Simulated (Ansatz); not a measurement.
# C6H16Cl2N2Sn: one species, many methods

The task here is to estimate one member of a computed series from the others.

The runs use Ansatz 0.2.0, Gaussian basis; functionals in def2-TZVPP, the program's frozen cores in correlated methods.

Levels to be run: LDA (SPW92), PBE-D4, revPBE-D4, BLYP-D4, r2SCAN-D4, B97M-V, PBE0-D4, B3LYP-D4, r2SCANh-D4, r2SCAN0-D4, HSE06-D4, BHLYP-D4, CAM-B3LYP-D4, LC-ωPBE, ωB97X-V, ωB97M-V, B2PLYP, PBE-QIDH; CCSD(T)/def2-SVP; CCSD(T)/def2-TZVPP; MP2/def2-QZVPP; extrapolation to the limit; RPA on PBE.

## The relaxed structure

All runs share one geometry, relaxed beforehand with PBE0-D4 in a triple-zeta def2 set. Sn takes the def2 core potential; no spin-orbit term is included.

SMILES `CC(C)[NH][Sn]([Cl])([Cl])[NH]C(C)C`, 27 atoms, charge 0, spin multiplicity 1.

Atoms are counted from 1 here; the program's logs count them from 0.

Bond lengths: C1–C2 1.516 Å, C1–H12 1.093 Å, C1–H13 1.095 Å, C1–H14 1.092 Å, C2–C3 1.519 Å, C2–N4 1.464 Å, C2–H15 1.101 Å, C3–H16 1.092 Å, C3–H17 1.093 Å, C3–H18 1.093 Å, N4–Sn5 2.000 Å, N4–H19 1.014 Å, Sn5–Cl6 2.334 Å, Sn5–Cl7 2.334 Å, Sn5–N8 2.000 Å, N8–C9 1.464 Å, N8–H20 1.014 Å, C9–C10 1.516 Å and more. Angles: C2–C1–H12 110.4°, C2–C1–H13 112.1°, C2–C1–H14 110.4°, H12–C1–H13 107.8°, H12–C1–H14 108.8°, H13–C1–H14 107.2°, C1–C2–C3 111.3°, C1–C2–N4 109.7°, C1–C2–H15 108.0°, C3–C2–N4 108.4°, C3–C2–H15 108.1°, N4–C2–H15 111.3°, C2–C3–H16 110.6°, C2–C3–H17 111.1°, C2–C3–H18 110.3°, H16–C3–H17 107.8°, H16–C3–H18 108.7°, H17–C3–H18 108.2° and more.

The first run:

in.yaml

```yaml
crystal:
  periodic: [false, false, false]
  atoms:
    - {symbol: C, position_ang: [-1.983991, -0.599011, 1.068024]}
    - {symbol: C, position_ang: [-1.642680, 0.668697, 1.827027]}
    - {symbol: C, position_ang: [-2.765243, 1.687569, 1.732595]}
    - {symbol: N, position_ang: [-0.426988, 1.265854, 1.270263]}
    - {symbol: Sn, position_ang: [1.262521, 0.199733, 1.186061]}
    - {symbol: Cl, position_ang: [2.924511, 1.836196, 1.114334]}
    - {symbol: Cl, position_ang: [1.551305, -1.126795, 3.084093]}
    - {symbol: N, position_ang: [1.435548, -1.106788, -0.317710]}
    - {symbol: C, position_ang: [1.821625, -0.641703, -1.651548]}
    - {symbol: C, position_ang: [0.846032, 0.417762, -2.126277]}
    - {symbol: C, position_ang: [1.839590, -1.835659, -2.590342]}
    - {symbol: H, position_ang: [-2.131819, -0.379688, 0.007739]}
    - {symbol: H, position_ang: [-1.193297, -1.352082, 1.147390]}
    - {symbol: H, position_ang: [-2.896883, -1.047064, 1.464998]}
    - {symbol: H, position_ang: [-1.509663, 0.404923, 2.887307]}
    - {symbol: H, position_ang: [-3.688980, 1.282297, 2.152006]}
    - {symbol: H, position_ang: [-2.518818, 2.597896, 2.285816]}
    - {symbol: H, position_ang: [-2.943103, 1.959186, 0.689153]}
    - {symbol: H, position_ang: [-0.236811, 2.170076, 1.687504]}
    - {symbol: H, position_ang: [2.006682, -1.890401, -0.021665]}
    - {symbol: H, position_ang: [2.828838, -0.197931, -1.644706]}
    - {symbol: H, position_ang: [-0.169367, 0.014873, -2.154554]}
    - {symbol: H, position_ang: [0.840295, 1.295294, -1.471653]}
    - {symbol: H, position_ang: [1.115159, 0.763354, -3.126197]}
    - {symbol: H, position_ang: [2.137471, -1.530029, -3.595986]}
    - {symbol: H, position_ang: [2.548246, -2.594972, -2.248707]}
    - {symbol: H, position_ang: [0.847921, -2.291887, -2.641466]}
basis:
  gaussian: {orbitals: def2-TZVPP}
hamiltonian: {xc: lda}
output: {orbitals: {seedname: orbitals}}
```

Command:

```
ansatz run in.yaml --threads 11 --pin off --events-out ev --progress --plain --max-ram 110592MiB --backend cuda --devices 0, --max-vram 75GiB
```

Steps of the session up to this table: LDA; PBE-D4 (GGA); revPBE-D4 (GGA); BLYP-D4 (GGA); r2SCAN-D4 (meta-GGA); B97M-V (meta-GGA); B3LYP-D4 (hybrid); r2SCANh-D4 (hybrid); r2SCAN0-D4 (hybrid); HSE06-D4 (hybrid); BHLYP-D4 (hybrid); CAM-B3LYP-D4 (range-separated); LC-ωPBE (range-separated); ωB97X-V (range-separated); ωB97M-V (range-separated); B2PLYP (double hybrid); PBE-QIDH (double hybrid).

One table of the session follows, with a row left open; its other results are not shown here.

It belongs to the step «Frontier levels by functional». 

```
  functional  HOMO (eV)  gap (eV)
 LDA (SPW92)      -6.02      3.46
      PBE-D4      -5.86      3.60
   revPBE-D4      -5.79      3.65
     BLYP-D4      -5.74      3.55
   r2SCAN-D4      -6.13      4.09
      B97M-V      -6.26      4.26
     PBE0-D4      -7.18      5.86
    B3LYP-D4      -6.97      5.34
  r2SCANh-D4      -6.63      4.92
  r2SCAN0-D4      -7.38      6.19
    HSE06-D4          ?         ?
    BHLYP-D4      -8.46      8.13
CAM-B3LYP-D4      -8.57      8.24
     LC-ωPBE      -9.89     10.83
     ωB97X-V      -9.57     10.36
     ωB97M-V      -9.48     10.12
```

Q: Estimate the row for HSE06-D4 from the others.

As computed: HOMO (eV): -6.78; gap (eV): 5.09. In the column «HOMO (eV)» it lies between B3LYP-D4 (-6.97) and r2SCANh-D4 (-6.63).
